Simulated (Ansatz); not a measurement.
# TeH radical (SMILES [TeH]): functionals against CCSD(T) at one geometry

An exercise on one series of results from a longer session: the logs are not shown, and one member is left open.

The runs use Ansatz 0.2.0, Gaussian basis; single points in def2-TZVPP.

Cores are frozen in the correlated methods. Filled d shells of the heavier atoms are correlated. Core potentials replace the inner electrons past krypton, and spin-orbit coupling is left out. Orbitals are unrestricted.

## The system as given

SMILES `[TeH]`, 2 atoms, charge 0, spin multiplicity 2.

Atoms are counted from 1 here; the program's logs count them from 0.

Bond lengths: Te1–H2 1.668 Å.

Coordinates:

```xyz
2
HTe
Te   -0.6890    0.2070   -0.3990
H     0.6746   -0.2984    0.4180
```

Set-up of the first run:

File run/in.yaml:

```yaml
crystal:
  periodic: [false, false, false]
  atoms:
    - {symbol: Te, position_ang: [-0.689000, 0.207000, -0.399000]}
    - {symbol: H, position_ang: [0.674600, -0.298400, 0.418000]}
basis:
  gaussian: {orbitals: def2-TZVPP}
magnetization: {spin_polarized: true, initial_magnetization: 1}
correlation: {method: ccsd_t}
scf: {omitted_lower_state_checks: [cluster_reference]}
output: {forces: true}
```

The command line of these runs was not kept.

Among the steps run: CCSD(T)/def2-TZVPP; PBE0-D4/def2-TZVPP; wB97M-V/def2-TZVPP; r2SCAN-D4/def2-TZVPP; PBE-D4/def2-TZVPP; r2SCANh-D4/def2-TZVPP; revPBE-D4/def2-TZVPP.

One of the session's tables, all rows but one given; the rest of the session is left out.

| method | RMS force component (eV/Å) | angle to CCSD(T) forces (°) | dipole (D) |
| --- | --- | --- | --- |
| CCSD(T) | 0.161 | reference | 0.15 |
| PBE0-D4 | 0.086 | 0.0 | 0.15 |
| wB97M-V | 0.167 | 0.0 | 0.12 |
| r2SCAN-D4 | 0.078 | 0.0 | 0.15 |
| PBE-D4 | 0.060 | 180.0 | 0.11 |
| r2SCANh-D4 | 0.116 | 0.0 | 0.16 |
| revPBE-D4 | ? | ? | ? |

**Question.** Estimate the row for revPBE-D4.

**Answer.** RMS force component (eV/Å): 0.079; angle to CCSD(T) forces (°): 180.0; dipole (D): 0.09. In the column «RMS force component (eV/Å)» it lies between r2SCAN-D4 (0.078) and PBE0-D4 (0.086).
